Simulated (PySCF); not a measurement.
# AlBrClF: electronic excitations at several levels of theory, part 2 of 2

PySCF 2.14.0. Atoms count from 0. The steps go on from the part before.

### 10 TDDFT and polarisability: PBE0/6-31G*

Job settings and geometry (Å):

```
{"job": {"kind": "uv", "xc": "PBE0", "basis": "6-31G*"}, "charge": 0, "multiplicity": 1}
F     -0.087302     1.744609    -0.003230
Al    -0.026628     0.094024    -0.008843
Cl    -1.810205    -0.967574    -0.028049
Br     1.961531    -0.896570     0.006835
```

With the program's defaults for keys left out, this is: TDDFT PBE0/6-31G*, vertical, gas phase, core orbitals frozen in the response.

Standard output:

```text
coarse grid: 25304 points
cycle   1  E = -3375.7501100328  dE = -7.616e-01  |g| = 6.507e-01  |ddm| = 2.059e+00
cycle   2  E = -3375.6220933376  dE =  1.280e-01  |g| = 1.099e+00  |ddm| = 1.388e+00
cycle   3  E = -3375.8342889727  dE = -2.122e-01  |g| = 8.100e-02  |ddm| = 8.182e-01
cycle   4  E = -3375.8359271507  dE = -1.638e-03  |g| = 3.148e-02  |ddm| = 1.426e-01
cycle   5  E = -3375.8361953052  dE = -2.682e-04  |g| = 4.477e-03  |ddm| = 3.905e-02
cycle   6  E = -3375.8361983387  dE = -3.033e-06  |g| = 7.871e-04  |ddm| = 4.408e-03
final grid: 48320 points
cycle   7  E = -3375.8362074821  dE =  1.438e-09  |g| = 9.390e-04  |ddm| = 2.053e-03
cycle   8  E = -3375.8362073756  dE =  1.065e-07  |g| = 1.242e-03  |ddm| = 2.238e-03
cycle   9  E = -3375.8362076921  dE = -3.166e-07  |g| = 1.197e-04  |ddm| = 1.151e-03
cycle  10  E = -3375.8362076957  dE = -3.534e-09  |g| = 1.765e-05  |ddm| = 1.326e-04
cycle  11  E = -3375.8362076957  dE = -3.411e-11  |g| = 1.285e-06  |ddm| = 1.478e-05
converged SCF energy = -3375.8362076957

Static polarisability (au): isotropic 42.126, principal 30.395 37.963 58.019

Singlet excitations
state   eV       nm        f      main configurations
  1   6.2296    199.0   0.01971   H->L 0.99
  2   6.4230    193.0   0.01658   H-1->L 0.99
  3   6.7351    184.1   0.00002   H->L+1 1.00
  4   7.0283    176.4   0.03127   H-2->L 0.91, H-1->L+1 0.09
  5   7.1684    173.0   0.04698   H-3->L 0.99
  6   7.2394    171.3   0.03672   H-1->L+1 0.79, H-4->L 0.12
  7   7.5083    165.1   0.00205   H-2->L+1 1.00
  8   7.9385    156.2   0.02711   H-3->L+1 0.82, H-4->L 0.09
  9   8.2805    149.7   0.01582   H-4->L+1 0.95
 10   8.2932    149.5   0.38421   H-4->L 0.66, H-3->L+1 0.10, H->L+2 0.08

Triplet excitations (Tamm-Dancoff, eV): 5.9169 6.0795 6.6025 6.6177
```

Wall time 5.5 s (1 thread of Arm Neoverse V1, shared host); peak memory 0.47 GiB.

This run: HOMO -9.10 eV, LUMO -1.50 eV; lowest singlet 6.23 eV.

### 11 Ultraviolet spectrum: PBE0/def2-SVP

Job settings and geometry (Å):

```
{"job": {"kind": "uv", "xc": "PBE0", "basis": "def2-SVP"}, "charge": 0, "multiplicity": 1}
F     -0.087302     1.744609    -0.003230
Al    -0.026628     0.094024    -0.008843
Cl    -1.810205    -0.967574    -0.028049
Br     1.961531    -0.896570     0.006835
```

Method: TDDFT PBE0/def2-SVP, vertical, gas phase, core orbitals frozen in the response.

Standard output:

```text
coarse grid: 25304 points
cycle   1  E = -3375.4877867948  dE = -8.219e-01  |g| = 6.435e-01  |ddm| = 2.223e+00
cycle   2  E = -3375.3636008703  dE =  1.242e-01  |g| = 1.081e+00  |ddm| = 1.393e+00
cycle   3  E = -3375.5699290139  dE = -2.063e-01  |g| = 7.594e-02  |ddm| = 8.429e-01
cycle   4  E = -3375.5712146324  dE = -1.286e-03  |g| = 3.099e-02  |ddm| = 1.275e-01
cycle   5  E = -3375.5714616361  dE = -2.470e-04  |g| = 4.458e-03  |ddm| = 3.634e-02
cycle   6  E = -3375.5714649868  dE = -3.351e-06  |g| = 9.396e-04  |ddm| = 4.418e-03
final grid: 48320 points
cycle   7  E = -3375.5713966474  dE =  2.788e-08  |g| = 1.112e-03  |ddm| = 2.503e-03
cycle   8  E = -3375.5713965259  dE =  1.215e-07  |g| = 1.400e-03  |ddm| = 2.754e-03
cycle   9  E = -3375.5713969579  dE = -4.319e-07  |g| = 1.214e-04  |ddm| = 1.409e-03
cycle  10  E = -3375.5713969611  dE = -3.292e-09  |g| = 2.031e-05  |ddm| = 1.234e-04
cycle  11  E = -3375.5713969612  dE = -5.457e-11  |g| = 1.874e-06  |ddm| = 1.488e-05
converged SCF energy = -3375.5713969612

Static polarisability (au): isotropic 40.240, principal 29.532 36.790 54.397

Singlet excitations
state   eV       nm        f      main configurations
  1   6.3523    195.2   0.01731   H->L 0.99
  2   6.5430    189.5   0.01564   H-1->L 0.99
  3   6.7598    183.4   0.00002   H->L+1 1.00
  4   7.1228    174.1   0.02504   H-2->L 0.84, H-1->L+1 0.14
  5   7.2703    170.5   0.05014   H-3->L 0.98
  6   7.2949    170.0   0.04632   H-1->L+1 0.74, H-2->L 0.13, H-4->L 0.11
  7   7.5127    165.0   0.00203   H-2->L+1 1.00
  8   7.9733    155.5   0.02140   H-3->L+1 0.86
  9   8.3444    148.6   0.00298   H-4->L+1 0.99
 10   8.4408    146.9   0.31680   H-4->L 0.72, H->L+2 0.11

Triplet excitations (Tamm-Dancoff, eV): 6.0437 6.2031 6.6259 6.6364
```

It took 5.3 s on 1 thread of Arm Neoverse V1, shared host; peak memory 0.47 GiB.

This run: HOMO -9.03 eV, LUMO -1.29 eV; lowest singlet 6.35 eV.

### 12 Ultraviolet spectrum: PBE0/def2-TZVP

Job settings and geometry (Å):

```
{"job": {"kind": "uv", "xc": "PBE0", "basis": "def2-TZVP"}, "charge": 0, "multiplicity": 1}
F     -0.087302     1.744609    -0.003230
Al    -0.026628     0.094024    -0.008843
Cl    -1.810205    -0.967574    -0.028049
Br     1.961531    -0.896570     0.006835
```

Method: TDDFT PBE0/def2-TZVP, vertical, gas phase, core orbitals frozen in the response.

Standard output:

```text
coarse grid: 25304 points
cycle   1  E = -3376.1769424423  dE = -7.929e-01  |g| = 6.917e-01  |ddm| = 2.060e+00
cycle   2  E = -3376.0462343093  dE =  1.307e-01  |g| = 1.158e+00  |ddm| = 9.582e-01
cycle   3  E = -3376.2544470188  dE = -2.082e-01  |g| = 1.034e-01  |ddm| = 5.708e-01
cycle   4  E = -3376.2559527892  dE = -1.506e-03  |g| = 3.330e-02  |ddm| = 8.716e-02
cycle   5  E = -3376.2561577595  dE = -2.050e-04  |g| = 8.635e-03  |ddm| = 2.868e-02
cycle   6  E = -3376.2561739602  dE = -1.620e-05  |g| = 2.024e-03  |ddm| = 7.946e-03
cycle   7  E = -3376.2561749329  dE = -9.727e-07  |g| = 4.811e-04  |ddm| = 1.843e-03
final grid: 48320 points
cycle   8  E = -3376.2561851429  dE = -3.804e-08  |g| = 5.733e-04  |ddm| = 1.103e-03
cycle   9  E = -3376.2561851159  dE =  2.703e-08  |g| = 7.170e-04  |ddm| = 9.742e-04
cycle  10  E = -3376.2561852072  dE = -9.135e-08  |g| = 6.735e-05  |ddm| = 4.993e-04
cycle  11  E = -3376.2561852080  dE = -7.431e-10  |g| = 8.554e-06  |ddm| = 3.848e-05
converged SCF energy = -3376.2561852080

Static polarisability (au): isotropic 51.005, principal 40.676 47.218 65.121

Singlet excitations
state   eV       nm        f      main configurations
  1   6.2877    197.2   0.01653   H->L 0.99
  2   6.4610    191.9   0.01713   H-1->L 0.99
  3   6.7107    184.8   0.00003   H->L+1 0.99
  4   7.0714    175.3   0.02017   H-2->L 0.81, H-1->L+1 0.18
  5   7.2174    171.8   0.04754   H-3->L 0.98
  6   7.2210    171.7   0.04530   H-1->L+1 0.71, H-2->L 0.16, H-4->L 0.10
  7   7.4787    165.8   0.00158   H-2->L+1 0.99
  8   7.9161    156.6   0.01614   H-3->L+1 0.85
  9   8.2351    150.6   0.27777   H-4->L 0.71, H->L+2 0.13
 10   8.2842    149.7   0.00316   H-4->L+1 0.98

Triplet excitations (Tamm-Dancoff, eV): 5.9824 6.1229 6.5031 6.5696
```

Wall time 14 s (1 thread of Arm Neoverse V1, shared host); peak memory 0.71 GiB.

Key values: HOMO -9.14 eV, LUMO -1.46 eV; lowest singlet 6.29 eV.

### 13 Side by side: electronic excitations

Excitations and ground-state properties, with basis size and wall time:

| run | lowest singlet (eV) | brightest (eV) | f | gap (eV) | α (Å³) | μ (D) | functions | time |
| --- | --- | --- | --- | --- | --- | --- | --- | --- |
| PBE/def2-SVPD | 5.50 | 7.41 | 0.225 | 5.39 | 8.81 | 0.78 | 115 | 42 s |
| B3LYP/def2-SVPD | 5.92 | 7.96 | 0.302 | 6.95 | 8.45 | 0.78 | 115 | 37 s |
| PBE0/def2-SVPD | 6.19 | 8.20 | 0.301 | 7.53 | 8.32 | 0.78 | 115 | 45 s |
| BHandHLYP/def2-SVPD | 6.62 | 8.66 | 0.324 | 9.36 | 7.99 | 0.78 | 115 | 41 s |
| CAM-B3LYP/def2-SVPD | 6.34 | 8.35 | 0.326 | 9.65 | 8.26 | 0.75 | 115 | 56 s |
| wB97X-D/def2-SVPD | 6.53 | 8.50 | 0.343 | 11.07 | 8.22 | 0.74 | 115 | 54 s |
| LC-wPBE/def2-SVPD | 6.99 | 8.88 | 0.346 | 12.21 | 8.03 | 0.68 | 115 | 51 s |
| PBE0/6-31G* | 6.23 | 8.29 | 0.384 | 7.61 | 6.24 | 0.44 | 82 | 5.5 s |
| PBE0/def2-SVP | 6.35 | 8.44 | 0.317 | 7.74 | 5.96 | 0.62 | 82 | 5.3 s |
| PBE0/def2-TZVP | 6.29 | 8.24 | 0.278 | 7.67 | 7.56 | 0.69 | 153 | 14 s |

### 14 Outcome

The summary covers parts 1 to 2.

```
                                quantity                        value
                             point group                           Cs
    rotational constants (main isotopes)         4.30, 1.34, 1.02 GHz
          lowest singlet (PBE/def2-SVPD)  5.50 eV (225 nm), f = 0.013
brightest single state of those computed  state 9, 7.41 eV, f = 0.225
                          lowest triplet                      5.26 eV
       vertical ionisation energy (ΔSCF)                     11.63 eV
       vertical electron affinity (ΔSCF)                      0.38 eV
             range of the lowest singlet              5.50 to 6.99 eV
```

What this shows: Single values in the summary come from the first run of each kind that ended normally (PBE/def2-SVPD), which need not be the best level. Over 6 steps the energy fell by 0.071 eV; of the close pairs, Al1–Cl2 changed most, 2.024 to 2.076 Å. The lowest singlet, at 5.50 eV, is HOMO→LUMO 1.00 and is weak; of the 10 states computed, the strongest absorption comes from state 9 at 7.41 eV. The lowest triplet lies 0.24 eV below the lowest singlet (triplets in Tamm-Dancoff, singlets in full TDDFT). ΔSCF puts the ionisation energy at 11.63 eV, 3.75 eV above −ε(HOMO). The lowest singlet runs from 5.50 eV (PBE/def2-SVPD) to 6.99 eV (LC-wPBE/def2-SVPD), while the orbital gap spans 5.39 to 12.21 eV. The lowest state need not be the same one in every run.
